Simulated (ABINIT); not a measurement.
GaGe3:

```xyz
4
Lattice="4.2785 0.0000 0.0000 0.0000 4.2785 0.0000 0.0000 0.0000 4.2785" Properties=species:S:1:pos:R:3 pbc="T T T"
Ge    2.1392    2.1392    0.0000
Ge    2.1392    0.0000    2.1392
Ge    0.0000    2.1392    2.1392
Ga    0.0000    0.0000    0.0000
```

The cell comes from a database or a generator and needn't be the stable form of this composition.

| Property | Result |
| --- | --- |
| Program | ABINIT 10.8.3 (patched build) |
| Task | single point |
| Functional | PBEsol |
| Potentials or basis | PseudoDojo NC SR PBEsol v0.4.1 standard |
| Cutoff | 1088 eV |
| k mesh | 6 × 6 × 6 |
| Occupations | fermi-dirac, width 0.05 eV |
| Spin | no spin polarisation |

On this cell: pressure -3.4 GPa; largest force zero by symmetry; band gap on the k mesh none (metal or under the smearing width).

The same run follows on a disturbed copy (atoms moved at random, drawn with an rms of 0.05 Å):

```xyz
4
Lattice="4.2785 0.0000 0.0000 0.0000 4.2785 0.0000 0.0000 0.0000 4.2785" Properties=species:S:1:pos:R:3 pbc="T T T"
Ge    2.1418    2.1365   -0.0342
Ge    2.2038   -0.0294    2.1164
Ge    0.0533    2.1078    2.1391
Ga    0.0157    0.0279    0.0253
```

**Question.** What changes?

**Answer.** The energy (extrapolated to zero smearing) moves by -0.1 meV/atom; pressure -3.4 GPa; largest force 0.109 eV/Å; band gap on the k mesh none (metal or under the smearing width).

Forces in eV/Å, atoms in the order of the input:
```
Ge  -0.069  0.078 -0.031
Ge   0.042 -0.040  0.015
Ge   0.017  0.024  0.056
Ga   0.011 -0.062 -0.039
```

Stress tensor (GPa, compression positive):
```
-3.39  0.02 -0.03
 0.02 -3.45  0.01
-0.03  0.01 -3.35
```
